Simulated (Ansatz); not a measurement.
# Sc2GaS: the cost of one run

Method: DFT PBE, scalar-relativistic, plane waves, PAW, in Ansatz 0.2.0.

1 further run of the same task is left out (it didn't finish).

### 1 The structure to begin with

The structure is tetragonal, space group P4/mmm (No. 123). Conventional cell: a = 3.765 Å, b = 3.765 Å, c = 3.960 Å, α = 90.00°, β = 90.00°, γ = 90.00°. Around Sc (site symmetry 4/mmm) lie 2 Sc at 1.98 Å. Sc (site symmetry 4/mmm) has 2 Sc at 1.98 Å and 4 S at 2.66 Å as nearest neighbours. Around Ga (site symmetry 4/mmm) lie 2 S at 1.98 Å. S (site symmetry 4/mmm) is surrounded by 2 Ga at 1.98 Å and 4 Sc at 2.66 Å.

Structure file:

```cif
data_structure
_symmetry_space_group_name_H-M 'P 1'
_symmetry_Int_Tables_number 1
_cell_length_a 3.7653
_cell_length_b 3.7653
_cell_length_c 3.9602
_cell_angle_alpha 90.000
_cell_angle_beta 90.000
_cell_angle_gamma 90.000
_cell_volume 56.15
loop_
_atom_site_label
_atom_site_type_symbol
_atom_site_fract_x
_atom_site_fract_y
_atom_site_fract_z
_atom_site_occupancy
Sc1 Sc 0.00000 0.00000 0.00000 1
Sc2 Sc 0.00000 0.00000 0.50000 1
Ga1 Ga 0.50000 0.50000 0.00000 1
S1 S 0.50000 0.50000 0.50000 1
```

The cell is invented: random cell by space group and Wyckoff sites (P4/mmm, No. 123). Its size is a rough estimate.

### 2 Probe: one point on a coarse mesh

Contents of input.yaml:

```yaml
crystal:
  lattice:
    - [3.76528319, 0.0, 0.0]
    - [0.0, 3.76528319, 0.0]
    - [0.0, 0.0, 3.96019733]
  atoms:
    - { symbol: Sc, position: [0.0, 0.0, 0.0] }
    - { symbol: Sc, position: [0.0, 0.0, 0.5] }
    - { symbol: Ga, position: [0.5, 0.5, 0.0] }
    - { symbol: S, position: [0.5, 0.5, 0.5] }
basis:
  ecutwfc: 420
kpoints:
  mp_grid: { grid: [4, 4, 4] }
hamiltonian:
  xc: pbe
scf:
  occupations: { method: gaussian, width: 0.1 }
  lower_state_search: "off"
output:
  forces: true
  stress: true
  eigenvalues: true
```

Run with:

```
$ ansatz run input.yaml --threads 1 --pin off --max-ram 2560MiB --backend cpu --events-out ev --progress --plain --runs-dir out
```

**Question.** How long does this run take on 1 thread of AMD EPYC 7R43 (Zen 3), shared host, and how much memory does it need?

About 1.9 s, with a peak of 0.36 GiB.
